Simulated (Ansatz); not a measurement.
# CeO2 (fluorite): zero-pressure volume and bulk modulus with revPBE

One table from this session's results is given with a row withheld; the runs are named, their logs left out.

Program: Ansatz 0.2.0. Level of theory: DFT revPBE, scalar-relativistic, plane waves, PAW. These are calculated values, not measurements.

2 further runs of the same task are left out: 1 that didn't finish, 1 set aside as unsound or not needed.

## The system as given

It takes space group Fm-3m (No. 225, cubic). Conventional cell: a = 5.410 Å, b = 5.410 Å, c = 5.410 Å, α = 90.00°, β = 90.00°, γ = 90.00°. Ce (site symmetry m-3m) is surrounded by 8 O at 2.34 Å. Around O (site symmetry -43m) lie 4 Ce at 2.34 Å.

As a file:

```xyz
3
Lattice="0.0000 2.7049 2.7049 2.7049 0.0000 2.7049 2.7049 2.7049 0.0000" Properties=species:S:1:pos:R:3 pbc="T T T"
Ce    0.0000    0.0000    0.0000
O     1.3524    1.3524    1.3524
O     4.0573    4.0573    4.0573
```

At PBE, an earlier run found 5.60 GPa for this cell of 13.193 Å³/atom (8×8×8 mesh), gap on the mesh 1.99 eV. The cell is compressed at this level.

Set-up of the first run:

The input, input.yaml:

```yaml
crystal:
  lattice:
    - [0.0, 2.7048609279, 2.7048609279]
    - [2.7048609279, 0.0, 2.7048609279]
    - [2.7048609279, 2.7048609279, 0.0]
  atoms:
    - { symbol: Ce, position: [0.0, 0.0, 0.0] }
    - { symbol: O, position: [0.25, 0.25, 0.25] }
    - { symbol: O, position: [0.75, 0.75, 0.75] }
basis:
  ecutwfc: 420
  ecutrho_ratio: 4
kpoints:
  mp_grid: { grid: [8, 8, 8] }
hamiltonian:
  xc: revpbe
scf:
  occupations: { method: gaussian, width: 0.05 }
output:
  forces: true
  stress: true
  eigenvalues: true
```

On the command line:

```bash
ansatz run input.yaml --threads 4 --pin off --max-ram 6144MiB --backend cpu --events-out ev --progress --plain --runs-dir out
```

Steps of the session up to this table: At the given cell; Stepping to 13.939 Å³/atom; Stepping to 13.822 Å³/atom; Volume × 0.98 of the new zero; Volume × 1.02 of the new zero; Volume × 0.96 of the new zero; Volume × 1.04 of the new zero.

One of the session's tables, all rows but one given; the rest of the session is left out.

| volume (Å³/atom) | energy (meV/atom) | pressure (GPa) |
| --- | --- | --- |
| 13.269 | 12.16 | 7.34 |
| 13.546 | 2.88 | 3.47 |
| 13.822 | 0.00 | 0.00 |
| 14.098 | ? | ? |
| 14.375 | 10.48 | -5.89 |

**Question.** Estimate the row for volume (Å³/atom) = 14.098.

Worked estimate for «energy (meV/atom)». A straight line through the neighbours (13.822, 0.00) and (14.375, 10.48) gives 0.00 + (10.48 − 0.00) × (14.098 − 13.822) / (14.375 − 13.822) = 5.23; a parabola fitted to 3 rows on both sides gives 2.52.

**Answer.** energy (meV/atom): 2.63; pressure (GPa): -3.10. In «energy (meV/atom)» the line misses by +2.60 and the parabola by -0.11.

volume (Å³/atom), energy (meV/atom) and a bar:
```
    13.27       12.2 ##############################
    13.55        2.9 #######
    13.82        0.0 
    14.10        2.6 #######
    14.37       10.5 ##########################
```
